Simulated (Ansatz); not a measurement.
Below is the output of a Python script on the Python package of Ansatz (0.2.0) that makes a comparison of norm-conserving and PAW potentials of Zn, space group C2/m. Write a script that gives it. Level of theory (first run): LDA, PAW, the default cutoff (420 eV here), 15×15×5 k-points, Fermi-Dirac smearing of 0.1 eV.

```
CELL_PARAMETERS angstrom
2.26817 -1.30849 0.00000
2.26817 1.30849 0.00000
-1.59172 0.00000 7.30041
ATOMIC_POSITIONS crystal
Zn 0.00000 0.00000 0.00000
Zn 0.22198 0.22198 0.66550
Zn 0.77802 0.77802 0.33450
```

Output of `python nc_paw_zn.py`:
```text
DeckWarning: basis.ecutwfc = 420 eV, auto-derived from the records' recommended cutoffs: set by Zn (normal level)
PAW levels at the first k-point near E_F: [1.606 1.665]
DeckWarning: basis.ecutwfc = 1142.878222 eV, auto-derived from the records' recommended cutoffs: set by Zn (normal level)
norm-conserving levels at the first k-point near E_F: [1.607 1.666]
     treatment  electrons in bands           P GPa  max force component eV/A  gap by band count eV
           PAW                36.0          -5.187                    0.0040                 0.000
norm-conserving                60.0          -5.382                    0.0040                 0.000
```
(Warnings from the package without file and line.)

One script that gives this output:

Script `nc_paw_zn.py`:
```python
"""Norm-conserving against PAW potentials for Zn."""

import ansatz as az
import numpy as np


def count_gap(report):
    # lowest empty less highest filled band, counting bands; zero where they overlap
    return max(report.get("gap_by_band_count_ev") or 0.0, 0.0)

lattice = az.Lattice.of(
    [2.26817017, -1.30848701, 0.0],
    [2.26817017, 1.30848701, 0.0],
    [-1.59171654, 0.0, 7.30040819],
)
sites = [
    ("Zn", [0.0, 0.0, 0.0]),
    ("Zn", [0.22198214, 0.22198214, 0.66549502]),
    ("Zn", [0.77801786, 0.77801786, 0.33450498]),
]
xtal = az.Crystal(lattice=lattice)
for symbol, position in sites:
    xtal = xtal.atom(symbol, position)

setup = (
    xtal.calculation()
    .functional(az.Functional.LDA)
    .occupations(az.OccupationsMethod.FERMI_DIRAC, width=0.1)
    .kpoints(15, 15, 5)
    .stress()
    .forces()
    .band_table()
)
variants = {
    "PAW": setup.pseudopotentials("paw"),
    "norm-conserving": setup.pseudopotentials("nc"),
}
# totals differ by the cores that each treatment holds, so compare what does not depend on them
rows = []
for label, variant in variants.items():
    report = variant.run(threads=1, pin="off").report
    levels = np.array(report["eigenvalues_ev"][0]) - report["fermi_energy_ev"]
    print(label, "levels at the first k-point near E_F:", np.round(levels[np.abs(levels) < 5], 3))
    rows.append((label, report["n_electrons"], np.trace(report["stress_gpa"]) / 3, float(np.abs(report["forces_ev_ang"]).max()), count_gap(report)))
print("     treatment  electrons in bands           P GPa  max force component eV/A  gap by band count eV")
for row in rows:
    print(f"{str(row[0]):>14s}  {row[1]:18.1f}  {row[2]:14.3f}  {row[3]:24.4f}  {row[4]:20.3f}")
```

PAW gives -5.187 GPa and norm-conserving -5.382 GPa, 0.19 GPa apart. They took 15.4 and 57.0 s of processor time.

Reading the output:
- The computed bands are complete only to about 3.0 eV above the Fermi level.
- A gap by band count of zero or less means overlapping bands, a metal.
- At these settings the cell as given stands under about -5 GPa, so it isn't at this functional's equilibrium volume.
- This isn't the structure that Zn takes at ambient conditions.
- Levels are Kohn-Sham eigenvalues on this mesh.
- Stress is positive in compression.
- The whole script took 73 s on 1 thread of Arm Neoverse V2, on a shared host, peak memory 1.2 GiB.
